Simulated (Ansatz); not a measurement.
# Cl2GeH4OSi: a ladder of functionals and wavefunction methods

An exercise on one series of results from a longer session: the logs are not shown, and one member is left open.

Method: functionals in def2-TZVPP, the program's frozen cores in correlated methods; program: Ansatz 0.2.0, Gaussian basis.

Plan: LDA (SPW92), PBE-D4, revPBE-D4, BLYP-D4, r2SCAN-D4, B97M-V, PBE0-D4, B3LYP-D4, r2SCANh-D4, r2SCAN0-D4, HSE06-D4, BHLYP-D4, CAM-B3LYP-D4, LC-ωPBE, ωB97X-V, ωB97M-V, B2PLYP, PBE-QIDH; CCSD(T)/def2-SVP; CCSD(T)/def2-TZVPP; MP2/def2-QZVPP; extrapolation to the limit; RPA on PBE.

## Structure used throughout

The geometry comes from an earlier relaxation with PBE0-D4 in a triple-zeta def2 set; it is a stationary point, not always the lowest conformer.

SMILES `Cl[SiH](Cl)[O][GeH3]`, 9 atoms, charge 0, spin multiplicity 1.

Atoms are counted from 1 here; the program's logs count them from 0.

Bond lengths: Cl1–Si2 2.048 Å, Si2–Cl3 2.045 Å, Si2–O4 1.603 Å, Si2–H6 1.469 Å, O4–Ge5 1.792 Å, Ge5–H7 1.534 Å, Ge5–H8 1.532 Å, Ge5–H9 1.531 Å. Angles: Cl1–Si2–Cl3 107.4°, Cl1–Si2–O4 110.5°, Cl1–Si2–H6 109.0°, Cl3–Si2–O4 110.8°, Cl3–Si2–H6 108.9°, O4–Si2–H6 110.2°, Si2–O4–Ge5 135.2°, O4–Ge5–H7 108.2°, O4–Ge5–H8 106.7°, O4–Ge5–H9 104.8°, H7–Ge5–H8 112.1°, H7–Ge5–H9 112.4°, H8–Ge5–H9 112.2°.

The first run:

in.yaml

```yaml
crystal:
  periodic: [false, false, false]
  atoms:
    - {symbol: Cl, position_ang: [-1.700524, -1.243558, 1.514341]}
    - {symbol: Si, position_ang: [-0.695095, 0.520455, 1.247571]}
    - {symbol: Cl, position_ang: [0.915385, 0.504341, 2.508017]}
    - {symbol: O, position_ang: [-0.223414, 0.672101, -0.277399]}
    - {symbol: Ge, position_ang: [0.678292, -0.353398, -1.438478]}
    - {symbol: H, position_ang: [-1.577668, 1.634306, 1.619394]}
    - {symbol: H, position_ang: [1.606392, -1.277161, -0.639976]}
    - {symbol: H, position_ang: [-0.368028, -1.138534, -2.236744]}
    - {symbol: H, position_ang: [1.453159, 0.635146, -2.313624]}
basis:
  gaussian: {orbitals: def2-TZVPP}
hamiltonian: {xc: lda}
output: {orbitals: {seedname: orbitals}}
```

Steps of the session up to this table: LDA; PBE-D4 (GGA); revPBE-D4 (GGA); BLYP-D4 (GGA); r2SCAN-D4 (meta-GGA); B97M-V (meta-GGA); PBE0-D4 (hybrid); B3LYP-D4 (hybrid); r2SCANh-D4 (hybrid); r2SCAN0-D4 (hybrid); HSE06-D4 (hybrid); BHLYP-D4 (hybrid); CAM-B3LYP-D4 (range-separated); LC-ωPBE-D4 (range-separated; the results give it without D4); ωB97X-V (range-separated); ωB97M-V (range-separated); B2PLYP (double hybrid); PBE-QIDH (double hybrid).

One table of the session follows, with a row left open; its other results are not shown here.

It belongs to the step «Orbital energies across the functionals». 

| functional | HOMO (eV) | gap (eV) |
| --- | --- | --- |
| LDA (SPW92) | -7.65 | 6.22 |
| PBE-D4 | -7.51 | 6.38 |
| revPBE-D4 | -7.46 | 6.47 |
| BLYP-D4 | -7.36 | 6.35 |
| r2SCAN-D4 | -7.89 | 7.10 |
| B97M-V | -8.02 | 7.08 |
| PBE0-D4 | -8.98 | 8.74 |
| B3LYP-D4 | ? | ? |
| r2SCANh-D4 | -8.43 | 7.94 |
| r2SCAN0-D4 | -9.23 | 9.19 |
| HSE06-D4 | -8.57 | 7.96 |
| BHLYP-D4 | -10.29 | 10.97 |
| CAM-B3LYP-D4 | -10.34 | 11.14 |
| LC-ωPBE | -11.77 | 13.78 |
| ωB97X-V | -11.40 | 13.24 |
| ωB97M-V | -11.25 | 12.85 |

Q: Estimate the row for B3LYP-D4 from the others.

Worked estimate for «HOMO (eV)». Against the share of exact exchange, BLYP-D4 (0, -7.36), BHLYP-D4 (0.5, -10.29) give a slope of -5.86 per unit share; at 0.2 the line stands at -8.53.

As computed: HOMO (eV): -8.69; gap (eV): 8.23. In «HOMO (eV)» the line misses by +0.16.
